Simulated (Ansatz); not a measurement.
This script for the Ansatz DFT code, driven from Python starts 5 runs on BGeH4 (charge -1), SMILES [BH2][GeH2-]. What input does the engine get in each?

Script `bgeh4_relaxed_scan.py`:
```python
"""Relaxed scan of one distance in BGeH4(-)."""

import ansatz as az
import numpy as np

molecule = (
    az.Crystal.molecule()
    .atom("B", [-1.0129, 0.0012, 0.0396])
    .atom("Ge", [0.9628, 0.1019, 0.4381])
    .atom("H", [-1.7009, 0.9435, 0.2228])
    .atom("H", [-1.4802, -0.9994, -0.3792])
    .atom("H", [1.6244, -1.2604, 0.1081])
    .atom("H", [1.6068, 1.2133, -0.4294])
)

base = molecule.calculation().basis(gaussian="def2-SVP").functional("B3LYP").charge(-1)
symbols = [site.symbol for site in molecule.cartesian_sites]
pairs = [(0, 1), (0, 2), (0, 3), (1, 4), (1, 5)]
print("held (A)   E (eV)        ", "  ".join(f"{symbols[i]}{i}-{symbols[j]}{j}" for i, j in pairs))
for length in [1.09, 1.18, 1.28, 1.42, 1.59]:
    data = base.relax(constraints=[az.DistanceConstraint((0, 3), at=length)], force_tolerance=0.02, max_steps=60).run().report
    xyz = np.array(data["positions_ang"])
    print(f"{length:6.2f} {data['free_energy_ev']:14.5f}  ", "  ".join(f"{np.linalg.norm(xyz[i] - xyz[j]):.3f}" for i, j in pairs))
```

Run 1:
```yaml
crystal:
  periodic: [false, false, false]
  atoms:
    - { symbol: B, position_ang: [-1.0129, 0.0012, 0.0396] }
    - { symbol: Ge, position_ang: [0.9628, 0.1019, 0.4381] }
    - { symbol: H, position_ang: [-1.7009, 0.9435, 0.2228] }
    - { symbol: H, position_ang: [-1.4802, -0.9994, -0.3792] }
    - { symbol: H, position_ang: [1.6244, -1.2604, 0.1081] }
    - { symbol: H, position_ang: [1.6068, 1.2133, -0.4294] }
basis:
  gaussian:
    orbitals: def2-SVP
hamiltonian:
  xc: b3lyp
total_charge: -1.0
relax:
  f_tol: 0.02
  max_steps: 60
  constraints:
    - { distance: [0, 3], at: 1.09 }
```

Run 2, against run 1:
```diff
-    - { distance: [0, 3], at: 1.09 }
+    - { distance: [0, 3], at: 1.18 }
```

Run 3, against run 1:
```diff
-    - { distance: [0, 3], at: 1.09 }
+    - { distance: [0, 3], at: 1.28 }
```

Run 4, against run 1:
```diff
-    - { distance: [0, 3], at: 1.09 }
+    - { distance: [0, 3], at: 1.42 }
```

Run 5, against run 1:
```diff
-    - { distance: [0, 3], at: 1.09 }
+    - { distance: [0, 3], at: 1.59 }
```

Output of `python bgeh4_relaxed_scan.py`:
```text
held (A)   E (eV)         B0-Ge1  B0-H2  B0-H3  Ge1-H4  Ge1-H5
DeckWarning: relax.constraints: the input's atoms, or those drawn, lie off the distances that are held; a relaxation that starts there is brought onto them ahead of its first SCF, by positions alone, an atom by 4.55e-2 Å at the most. With the symmetry detection on, the symmetry is detected on the input's atoms as so [...]
  1.09   -57252.81602   1.941  1.222  1.090  1.573  1.572
  1.18   -57253.02460   1.946  1.222  1.180  1.574  1.574
  1.28   -57253.01330   1.948  1.222  1.280  1.573  1.574
  1.42   -57252.75319   1.951  1.220  1.420  1.573  1.576
  1.59   -57252.26754   1.953  1.218  1.590  1.571  1.577
```
(Warnings from the package without file and line, shortened, repeats left out.)

Notes:
- The settings weren't tested for convergence.
- The energies are electronic: no zero-point or thermal terms, and the basis set is short of its limit.
- b3lyp holds the VWN-RPA fit, as in Gaussian; the form of ORCA and Turbomole is b3lyp5.
- Anions want diffuse functions, which this basis lacks.
- Hardware and time: 120 s on 1 thread of AMD EPYC 7R43 64-Core Processor (Zen 3), on a shared host, peak memory 0.2 GiB.

(Lines on the test bed's own set-up are left out of the output.)
